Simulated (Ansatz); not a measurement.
# P (bcc type): a single-point run

Aim: a sound single-point run of P (bcc type).

Computed with Ansatz 0.2.0 (DFT, PBEsol, all-electron LAPW, scalar-relativistic, unless a step's input says otherwise).

1 further run of the same task is left out (set aside as unsound or not needed).

### Step 1. The system as given

It takes space group Im-3m (No. 229, cubic). The conventional cell has a = 1.282 Å, b = 1.282 Å, c = 1.282 Å, α = 90.00°, β = 90.00°, γ = 90.00°. P (site symmetry m-3m) is surrounded by 8 P at 1.11 Å.

Structure file:

```cif
data_structure
_symmetry_space_group_name_H-M 'Im-3m'
_symmetry_Int_Tables_number 229
_cell_length_a 1.2822
_cell_length_b 1.2822
_cell_length_c 1.2822
_cell_angle_alpha 90.000
_cell_angle_beta 90.000
_cell_angle_gamma 90.000
_cell_volume 2.11
loop_
_atom_site_label
_atom_site_type_symbol
_atom_site_symmetry_multiplicity
_atom_site_Wyckoff_symbol
_atom_site_fract_x
_atom_site_fract_y
_atom_site_fract_z
_atom_site_occupancy
P1 P 2 a 0.00000 0.00000 0.00000 1
```

### Step 2. The run

input.yaml reads:

```yaml
crystal:
  lattice:
    - [-0.64112404, 0.64112404, 0.64112404]
    - [0.64112404, -0.64112404, 0.64112404]
    - [0.64112404, 0.64112404, -0.64112404]
  atoms:
    - { symbol: P, position: [0.0, 0.0, 0.0] }
kpoints:
  mp_grid: { grid: [17, 17, 17] }
scf:
  occupations: { method: fermi_dirac, width: 0.05 }
  max_iter: 100
hamiltonian:
  xc: pbesol
  pseudopotentials: { kind: all_electron, lapw: { basis_error: 0.001 } }
output:
  forces: true
  stress: true
  eigenvalues: true
  populations: true
```

Launch:

```
$ ansatz run input.yaml --threads 1 --pin off --max-ram 2048MiB --backend cpu --events-out ev --progress --plain --runs-dir out
```

**Question.** How will this run end, and is anything wrong with its input?

The program finished normally. It gives a pressure of 42489 GPa, which is large; a structure far from rest gives such values too, whatever the setting.

All distances are much too short, so cores begin to overlap. The shortest distance in the input is 1.11 Å.

What to do: use the intended lattice or bond lengths.
